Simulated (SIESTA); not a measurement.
The system is Cd2S.

```
Cd S
1.0
     3.96267    0.00000    0.00000
    -1.98134    3.43177    0.00000
     0.00000    0.00000    5.80919
Cd S
2 1
Cartesian
  0.0000 2.2878 5.4183
  1.9813 1.1439 3.3620
  0.0000 2.2878 2.1245
```

The cell comes from a database or a generator and needn't be the stable form of this composition.

Base run:

```yaml
Program: SIESTA 5.4.2
Functional: PBEsol
Potentials_or_basis: PseudoDojo 0.4 standard (PBEsol files)
Basis: DZP (energy shift 0.003 Ry; two zetas on semicore shells)
Grid_cutoff: 800 Ry
Energy_shift: 0.003 Ry
k_mesh: 8 × 8 × 5
Occupations: fermi-dirac, width 0.05 eV
Spin: no spin polarisation
```

Its results: pressure -3.5 GPa; largest force 0.158 eV/Å.

Task: The run is repeated on the same cell with these changes: functional from PBEsol to PBE; potentials or basis from PseudoDojo 0.4 standard (PBEsol files) to PseudoDojo 0.4 standard (PBE files). What comes out?

Result: Pressure -0.6 GPa; largest force 0.094 eV/Å.

Caveats: the basis of atomic orbitals isn't converged, which shifts pressures, moduli and gaps.
